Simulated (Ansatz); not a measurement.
# HfNb2CN2: the cost of one run

Computed with Ansatz 0.2.0 (DFT PBE, scalar-relativistic, plane waves, PAW, unless a step's input says otherwise).

1 further run of the same task is left out (set aside as unsound or not needed).

### 1 The starting structure

It takes space group I4/mmm (No. 139, tetragonal). Conventional cell: a = 3.733 Å, b = 3.733 Å, c = 10.778 Å, α = 90.00°, β = 90.00°, γ = 90.00°. Hf (site symmetry 4/mmm) has 4 C at 2.64 Å in its first shell of neighbours. Nb (site symmetry 4mm) has 1 C at 1.56 Å and 4 N at 2.18 Å in its first shell of neighbours. C (site symmetry 4/mmm) has 2 Nb at 1.56 Å in its first shell of neighbours. N (site symmetry -4m2) is surrounded by 4 Nb at 2.18 Å.

Structure file:

```
Hf Nb C N
1.0
    -1.86647    1.86647    5.38923
     1.86647   -1.86647    5.38923
     1.86647    1.86647   -5.38923
Hf Nb C N
1 2 1 2
Direct
  0.00000 0.00000 0.00000
  0.35511 0.35511 0.00000
  0.64489 0.64489 0.00000
  0.50000 0.50000 0.00000
  0.75000 0.25000 0.50000
  0.25000 0.75000 0.50000
```

Recipe of the guess: species swapped into a database cell of TbNi2B2C (I4/mmm, No. 139), with Hf on the Tb sites, N on the Ni sites and Nb on the B sites. The dimensions are guesses.

### 2 Probe: one point on a coarse mesh

The input, input.yaml:

```yaml
crystal:
  lattice:
    - [-1.86646837, 1.86646837, 5.38923084]
    - [1.86646837, -1.86646837, 5.38923084]
    - [1.86646837, 1.86646837, -5.38923084]
  atoms:
    - { symbol: Hf, position: [0.0, 0.0, 0.0] }
    - { symbol: Nb, position: [0.35510501, 0.35510501, 0.0] }
    - { symbol: Nb, position: [0.64489499, 0.64489499, 0.0] }
    - { symbol: C, position: [0.5, 0.5, 0.0] }
    - { symbol: "N", position: [0.75, 0.25, 0.5] }
    - { symbol: "N", position: [0.25, 0.75, 0.5] }
basis:
  ecutwfc: 420
kpoints:
  mp_grid: { grid: [6, 6, 6] }
hamiltonian:
  xc: pbe
scf:
  occupations: { method: gaussian, width: 0.1 }
  lower_state_search: "off"
output:
  forces: true
  stress: true
  eigenvalues: true
```

Command:

```console
$ ansatz run input.yaml --threads 1 --pin off --max-ram 2560MiB --backend cpu --events-out ev --progress --plain --runs-dir out
```

Q: Estimate wall time and peak memory on 1 thread of Arm Neoverse N1, shared host.

About 9.6 s, with a peak of 0.45 GiB.
